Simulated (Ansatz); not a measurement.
# FCI/STO-3G run of SnS (SMILES [S][Sn])

What is the energy change on altering one bond length of SnS at FCI/STO-3G? 

The calculation is run with Ansatz 0.2.0.

53 further runs of the same task are left out: 19 that didn't finish, 34 set aside as unsound or not needed.

## Step 1: Starting point

SnS has 2 atoms, charge 0, and is taken as a singlet. As SMILES, `[S][Sn]`. Geometry: the measured bond length.

Bond lengths: S1–Sn2 2.209 Å.

## Step 2: The energy at FCI/STO-3G

Input file molecule.yaml:

```yaml
crystal:
  periodic: [false, false, false]
  atoms:
    - {symbol: S, position_ang: [0.000000, 0.000000, 0.000000]}
    - {symbol: Sn, position_ang: [0.000000, 0.000000, 2.209026]}
basis:
  gaussian: {orbitals: STO-3G}
correlation: {method: fci, frozen_orbitals: {S: 5, Sn: 18}}
accuracy: high
```

Launch:

```
$ ansatz run molecule.yaml --threads 1 --pin off --max-ram 2610MiB --events-out events.jsonl --progress --plain --runs-dir runs
```

The program printed:

```text
Warning: RAYON_NUM_THREADS=1 ignored (pool sized by the plan → 1); use --threads N
Functional definition: HF
  name "HF"
  exchange = exact_x
  correlation = 0
635 factors; integrals over basis functions are off by at most 1.2e-8 eV
mean field evaluation 1: about -172964.7594 eV, gradient 2.2e1 eV
mean field evaluation 2: about -172964.7924 eV, gradient 2.2e1 eV
mean field evaluation 4: about -172967.7953 eV, gradient 1.6e0 eV
mean field evaluation 8: about -172967.8072 eV, gradient 2.4e-2 eV
mean field -172967.80718544 eV, -6356.4496722742 hartree, gradient 3.4e-8 eV, S^2 0.000000; 0 other end points of the search recorded, 0 dependent functions left out; unrestricted orbitals would lower it
mean field evaluation 16: about -172967.9176 eV, gradient 6.0e-1 eV
23 core orbitals not correlated: weight in the atoms' cores, before any rotation towards them, 1.000 or more for the frozen orbitals, at most 0.000 for the correlated occupied ones
reference -172967.80718544 eV, -6356.4496722742 hartree; 10, 10 occupied and 3, 3 virtual orbitals, 635 factors
state -172970.67580514 eV, -6356.5550921038 hartree
Total energy: -172970.67580514 eV, -6356.5550921038 hartree
```

It took 1.9 s on 1 thread of Arm Neoverse V1, shared host; peak memory 0.097 GiB.

## Step 3: The distorted shape at the same level

Input file job.yaml:

```yaml
crystal:
  periodic: [false, false, false]
  atoms:
    - symbol: S
      position_ang: [0.000000, 0.000000, -0.552274]
    - symbol: Sn
      position_ang: [0.000000, 0.000000, 2.209026]
basis:
  gaussian: {orbitals: STO-3G}
correlation: {method: fci, frozen_orbitals: {S: 5, Sn: 18}}
accuracy: high
```

Launch:

```
$ ansatz run job.yaml --threads 1 --pin off --max-ram 2610MiB --events-out events.jsonl --progress --plain --runs-dir runs
```

The program printed, shortened:

```text
Warning: RAYON_NUM_THREADS=1 ignored (pool sized by the plan → 1); use --threads N
[... 2 set-up lines as earlier in the session ...]
[...]
622 factors; integrals over basis functions are off by at most 1.1e-8 eV
[...]
mean field -172964.04233359 eV, -6356.3113165209 hartree, gradient 6.8e-9 eV, S^2 0.000000; 7 other end points of the search recorded, 0 dependent functions left out; unrestricted orbitals would lower it
[...]
unrestricted determinant -172966.22800848 eV, -6356.3916385914 hartree, S^2 1.1364
23 core orbitals not correlated: weight in the atoms' cores, before any rotation towards them, 1.000 or more for the frozen orbitals, at most 0.000 for the correlated occupied ones
reference -172964.04233359 eV, -6356.3113165209 hartree; 10, 10 occupied and 3, 3 virtual orbitals, 622 factors
state -172968.22476629 eV, -6356.4650180876 hartree
Total energy: -172968.22476629 eV, -6356.4650180876 hartree
```

Run time: 2.8 s. Hardware: 1 thread of Arm Neoverse V1, shared host; peak memory 0.11 GiB.

## Step 4: Outcome

At FCI/STO-3G, 23 core orbitals frozen:

| quantity | value |
| --- | --- |
| first shape: total energy | -6356.55509 Eh |
| first shape: correlation energy (23 core orbitals frozen) | -105.4 mEh |
| distorted shape: total energy | -6356.46502 Eh |
| distorted shape: correlation energy (23 core orbitals frozen) | -153.7 mEh |
| energy change with the S1–Sn2 bond stretched from 2.209 to 2.761 Å | 2.451 eV |

**Reading.** With the S1–Sn2 bond stretched from 2.209 to 2.761 Å the energy rises by 2.45 eV (236 kJ/mol). The first shape isn't relaxed at this level, so the change isn't measured from a minimum. The minimal basis adds a large error of its own. The restricted solution (first shape) is unstable to spin breaking: an unrestricted one lies lower. Relativity is left out (first shape) although the molecule holds a heavy atom. The restricted solution (distorted shape) is unstable to spin breaking: an unrestricted one lies lower. Relativity is left out (distorted shape) although the molecule holds a heavy atom.
